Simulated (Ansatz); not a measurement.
**GaSb3 under changes of volume**

One of the cells (25.960 Å³/atom); the others are scaled copies at fixed shape and fractional positions:

```
Sb Ga
1.0
     0.00000    3.73060    3.73060
     3.73060    0.00000    3.73060
     3.73060    3.73060    0.00000
Sb Ga
3 1
Direct
  0.50000 0.50000 0.50000
  0.75000 0.75000 0.75000
  0.25000 0.25000 0.25000
  0.00000 0.00000 0.00000
```

The cell comes from a database or a generator and needn't be the stable form of this composition.

| Item | Value |
| --- | --- |
| Program | Ansatz 0.2.0 |
| Functional | PBEsol |
| Potentials or basis | Ansatz PAW |
| Cutoff | 420 eV (not typed: the program's choice for these potentials) |
| k mesh | 6 × 6 × 6 |
| Occupations | fermi-dirac, width 0.05 eV |
| Spin | no spin polarisation |

| volume (Å³/atom) | energy over the lowest point (meV/atom) | pressure (GPa) |
| --- | --- | --- |
| 24.402 | 0.00 | -0.4 |
| 24.922 | 3.43 | -1.6 |
| 25.441 | ? | ? |
| 25.960 | 19.94 | -3.4 |
| 26.479 | 32.25 | -4.2 |
| 26.998 | 47.02 | -5.0 |
| 27.518 | 64.12 | -5.7 |

Question: What does the run at 25.441 Å³/atom give?

Answer: Energy over the lowest point 10.25 meV/atom; pressure -2.6 GPa.

Worked out: A Birch-Murnaghan fit of order 3 (a polynomial in V^(-2/3)) to the other rows has its minimum at 24.16 Å³/atom, just outside them, with B0 = V·E''(V) = 54 GPa and B' = 3.6. It gives 10.20 meV/atom at 25.441 Å³/atom, against the run's 10.25, and -dE/dV = -2.5 GPa, against -2.6.

Energies are extrapolated to zero smearing.

Caveats: the PAW data sets come from PBE, with cores solved anew for the run's functional, which leaves a small shift of forces and pressure.
